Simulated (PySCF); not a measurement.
# B3LYP/6-31G(d) (spherical functions) run of C4H12Si (tetramethylsilane)

Aim: the energy change on altering one bond length of C4H12Si (tetramethylsilane) at B3LYP/6-31G* (spherical functions), from 2 runs. 

The results are computed with PySCF 2.14.0.

## 1. The structure to begin with

C4H12Si has 17 atoms, charge 0, and is taken as a singlet. As SMILES, `C[Si](C)(C)C`. The coordinates come from a GFN2-xTB relaxation.

Bond lengths: C1–Si2 1.909 Å, Si2–C3 1.909 Å, Si2–C4 1.909 Å, Si2–C5 1.909 Å, C1–H6 1.086 Å, C1–H7 1.086 Å, C1–H8 1.086 Å, C3–H9 1.086 Å, C3–H10 1.086 Å, C3–H11 1.086 Å, C4–H12 1.086 Å, C4–H13 1.086 Å, C4–H14 1.086 Å, C5–H15 1.086 Å, C5–H16 1.086 Å, C5–H17 1.086 Å. Some angles: C1–Si2–C3 109.5°, C1–Si2–C4 109.4°, C1–Si2–C5 109.5°, C3–Si2–C4 109.4°, C3–Si2–C5 109.5°, C4–Si2–C5 109.6°, Si2–C1–H6 111.4°, Si2–C1–H7 111.4°, Si2–C1–H8 111.3°, Si2–C3–H9 111.4°.

## 2. A single-point energy at B3LYP/6-31G(d) (spherical functions)

input.py

```python
from pyscf import gto, dft

molecule = gto.M(
    atom='''
C     -0.710254     1.648257    -3.129160
Si    -0.001209     0.000850     0.001625
C      3.118407     1.232158     1.330934
C      0.248348    -3.556483    -0.548002
C     -2.657730     0.676692     2.347758
H     -0.859618     3.680657    -2.890147
H     -2.478073     0.990746    -3.937225
H      0.766775     1.295804    -4.509548
H      3.590876     0.312712     3.103611
H      3.036431     3.251614     1.685862
H      4.669268     0.896694     0.029688
H      0.649480    -4.557849     1.197482
H      1.749206    -4.002875    -1.874476
H     -1.496758    -4.320046    -1.311111
H     -4.464251     0.000265     1.647973
H     -2.313119    -0.238030     4.151993
H     -2.847779     2.688872     2.702743
''',
    basis='6-31g*',
    verbose=3,
    charge=0,
    max_memory=1860,
    unit='bohr',
)

mf = dft.RKS(molecule)
mf.xc = 'b3lyp'
mf.conv_tol = 1e-10
mf.grids.level = 5
mf.kernel()
if not mf.converged:
    mf = mf.newton().run(mf.mo_coeff, mf.mo_occ)

energy = mf.e_tot
print(f'total energy: {energy:.8f} hartree')
```

The run is started by

```sh
$ OMP_NUM_THREADS=1 python input.py
```

What it wrote:

```text
converged SCF energy = -449.185892873583
total energy: -449.18589287 hartree
```

Wall time 39 s (1 thread of Arm Neoverse V1, shared host); peak memory 0.51 GiB.

## 3. The distorted shape

start.xyz

```xyz
17
C4H12Si
C     -0.430552     1.017418    -1.942274
Si    -0.055342     0.145648    -0.285534
C      1.595488     0.797228     0.417906
C      0.076718    -1.736812    -0.576384
C     -1.461112     0.503288     0.955986
H     -0.509592     2.092918    -1.815794
H     -1.366042     0.669478    -2.369884
H      0.351058     0.830908    -2.672744
H      1.845508     0.310678     1.355966
H      1.552108     1.865878     0.605726
H      2.416168     0.619708    -0.270684
H      0.288988    -2.266712     0.347286
H      0.870938    -1.973032    -1.278324
H     -0.846752    -2.140872    -0.980204
H     -2.417082     0.145338     0.585676
H     -1.224050    -0.125960     2.197140
H     -1.561682     1.568088     1.143836
```

input.py

```python
from pyscf import gto, dft

mol = gto.M(
    atom='start.xyz',
    verbose=4,
    max_memory=1860,
    basis='6-31g*',
)

mf = dft.RKS(mol, xc='b3lyp')
mf.grids.level = 5
mf.conv_tol = 1e-10
mf.kernel()
if not mf.converged:
    mf = mf.newton().run(mf.mo_coeff, mf.mo_occ)

e_tot = mf.e_tot
print(f'total energy: {e_tot:.8f} hartree')
```

The run is started by

```sh
$ OMP_NUM_THREADS=1 python input.py
```

What it wrote:

```text
PySCF version 2.14.0

[... 85 lines left out ...]
converged SCF energy = -449.151709341037
total energy: -449.15170934 hartree
```

It took 43 s on 1 thread of Arm Neoverse V1, shared host; peak memory 0.51 GiB.

## 4. Summary of results

Level: B3LYP/6-31G* (spherical functions).

| quantity | value |
| --- | --- |
| first shape: total energy | -449.18589 Eh |
| first shape: dipole moment | 0.00 D |
| first shape: HOMO energy | -7.83 eV |
| first shape: LUMO energy | 2.12 eV |
| first shape: HOMO–LUMO gap | 9.95 eV |
| distorted shape: total energy | -449.15171 Eh |
| distorted shape: dipole moment | 0.34 D |
| distorted shape: HOMO energy | -7.81 eV |
| distorted shape: LUMO energy | 1.27 eV |
| distorted shape: HOMO–LUMO gap | 9.08 eV |
| energy change with the C5–H16 bond stretched from 1.086 to 1.412 Å | 0.930 eV |

**Reading.** With the C5–H16 bond stretched from 1.086 to 1.412 Å the energy rises by 0.93 eV (89.7 kJ/mol). The first shape isn't relaxed at this level, so the change isn't measured from a minimum. Mulliken charges (first shape) run from -0.66 on C1 to +0.74 on Si2; they depend strongly on the basis. Mulliken charges (distorted shape) run from -0.66 on C1 to +0.75 on Si2; they depend strongly on the basis.
